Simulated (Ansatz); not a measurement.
## Sn, space group I4/mmm: a calculation of the elastic constants, step by step

With Ansatz 0.2.0 through its Python package.

The cells in order, each with its output:

In [1]:
```python
import warnings

import ansatz as az
import numpy as np
```

In [2]:
```python
FUNCTIONAL = 'r2scan'
CUTOFF_EV = 530
SMEARING = 'Marzari-Vanderbilt'
KGRID = (19, 19, 19)
```

In [3]:
```python
warnings.simplefilter('ignore', az.DeckWarning)
```

In [4]:
```python
structure = (
    az.Lattice.from_parameters(3.68266, 3.68266, 3.68266, alpha=128.81639, beta=128.81639, gamma=75.30619)
    .atom('Sn', (0.0, 0.0, 0.0))
)

model = structure.calculation()
model = model.functional(FUNCTIONAL)
model = model.basis(CUTOFF_EV).occupations(SMEARING, width=100 * az.meV)
model = model.kpoints(*KGRID)
done = model.elastic('relaxed_ion').run(threads=1, pin='off')
elastic = done.elastic
```

In [5]:
```python
C = np.asarray(elastic.c_gpa)
for i in range(6):
    for j in range(i, 6):
        if abs(C[i, j]) > 0.05:
            print(f'C{i + 1}{j + 1} = {C[i, j]:.1f} GPa')
print('smallest eigenvalue of C:', round(elastic.stability.min_eigenvalue_gpa, 1), 'GPa; tensor positive definite:', elastic.stability.min_eigenvalue_gpa > 0)
# averaged moduli need a positive definite tensor
if elastic.stability.min_eigenvalue_gpa > 0:
    m = elastic.moduli
    anisotropy = 5 * m.g_voigt_gpa / m.g_reuss_gpa + m.k_voigt_gpa / m.k_reuss_gpa - 6
    print(f'Voigt K {m.k_voigt_gpa:.1f} G {m.g_voigt_gpa:.1f}; Reuss K {m.k_reuss_gpa:.1f} G {m.g_reuss_gpa:.1f}; universal anisotropy index {anisotropy:.3f}')
    S = np.linalg.inv(elastic.c_gpa)
    print('Young modulus along x, y, z (GPa):', np.round(1 / np.diag(S)[:3], 1))
    print('linear compressibility along x, y, z (1/TPa):', np.round(1000 * S[:3, :3].sum(axis=1), 2))
```
```text
C11 = 28.8 GPa
C12 = 30.8 GPa
C13 = 41.7 GPa
C16 = -5.8 GPa
C22 = 33.2 GPa
C23 = 44.7 GPa
C26 = -2.4 GPa
C33 = 33.2 GPa
C36 = -5.5 GPa
C44 = 19.8 GPa
C45 = -14.9 GPa
C55 = 12.0 GPa
C66 = -6.1 GPa
smallest eigenvalue of C: -15.4 GPa; tensor positive definite: False
```

What to keep in mind:
- The cell isn't relaxed first, so the values belong to this volume.
- The cell stands under -2.8 GPa at these settings.
- This isn't the structure that Sn takes at ambient conditions.
- Shear constants of a metal converge slowly with the k-point mesh and can be wrong in sign on a coarse one; the constants belong to the cell that was strained.
- Finished in 14 min on 1 thread of Arm Neoverse V2 (shared host), peak memory 1.9 GiB.

(A comment or docstring line of the script was reworded after the run, the code is as it ran.)
